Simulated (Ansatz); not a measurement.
**C2H5ClGe: small, medium and large basis sets**

One table from this session's results is given with a row withheld; the runs are named, their logs left out.

Program: Ansatz 0.2.0, Gaussian basis. Level of theory: one geometry, several basis sets. These are calculated values, not measurements.

Plan: PBE0-D4/def2-SVP; ωB97M-V/def2-SVP; PBE0-D4/def2-QZVPP; ωB97M-V/def2-QZVPP; the functionals' def2-TZVPP values are taken from earlier runs.

## Structure used throughout

All runs share one geometry, relaxed beforehand with PBE0-D4 in a triple-zeta def2 set.

SMILES `C=[CH][GeH2][Cl]`, 9 atoms, charge 0, spin multiplicity 1.

Atoms are counted from 1 here; the program's logs count them from 0.

Bond lengths: C1–C2 1.326 Å, C1–H5 1.086 Å, C1–H6 1.086 Å, C2–Ge3 1.932 Å, C2–H7 1.088 Å, Ge3–Cl4 2.160 Å, Ge3–H8 1.536 Å, Ge3–H9 1.536 Å. Angles: C2–C1–H5 121.6°, C2–C1–H6 121.7°, H5–C1–H6 116.7°, C1–C2–Ge3 123.5°, C1–C2–H7 119.6°, Ge3–C2–H7 116.9°, C2–Ge3–Cl4 107.6°, C2–Ge3–H8 112.5°, C2–Ge3–H9 112.6°, Cl4–Ge3–H8 106.6°, Cl4–Ge3–H9 106.6°, H8–Ge3–H9 110.5°.

The first run:

Input file in.yaml:

```yaml
crystal:
  periodic: [false, false, false]
  atoms:
    - {symbol: C, position_ang: [-0.039147, 1.284982, -0.892255]}
    - {symbol: C, position_ang: [0.691032, 0.417670, -0.204823]}
    - {symbol: Ge, position_ang: [-0.055814, -1.094411, 0.736842]}
    - {symbol: Cl, position_ang: [-2.194189, -1.061067, 0.434439]}
    - {symbol: H, position_ang: [0.414113, 2.125022, -1.410448]}
    - {symbol: H, position_ang: [-1.118401, 1.191370, -0.965495]}
    - {symbol: H, position_ang: [1.770795, 0.544198, -0.154211]}
    - {symbol: H, position_ang: [0.445335, -2.437527, 0.185473]}
    - {symbol: H, position_ang: [0.174777, -1.016437, 2.253377]}
basis:
  gaussian: {orbitals: def2-SVP}
hamiltonian: {xc: pbe0, dispersion: d4}
output: {orbitals: {seedname: orbitals}}
```

Command:

```bash
$ ansatz run in.yaml --threads 4 --pin off --events-out ev --progress --plain --max-ram 10444MiB
```

Steps of the session up to this table: PBE0-D4 in def2-SVP; ωB97M-V in def2-SVP; PBE0-D4 in def2-QZVPP; ωB97M-V in def2-QZVPP.

One of the session's tables, all rows but one given; the rest of the session is left out.

It belongs to the step «Functionals by basis». 

| functional | basis | HOMO (eV) |
| --- | --- | --- |
| PBE0-D4 | def2-SVP | -8.16 |
| PBE0-D4 | def2-TZVPP | ? |
| PBE0-D4 | def2-QZVPP | -8.24 |
| ωB97M-V | def2-SVP | -10.36 |
| ωB97M-V | def2-TZVPP | -10.46 |
| ωB97M-V | def2-QZVPP | -10.47 |

Q: Estimate the row for PBE0-D4, def2-TZVPP from the others.

As computed: HOMO (eV): -8.23. In the column «HOMO (eV)» it lies between PBE0-D4, def2-QZVPP (-8.24) and PBE0-D4, def2-SVP (-8.16).
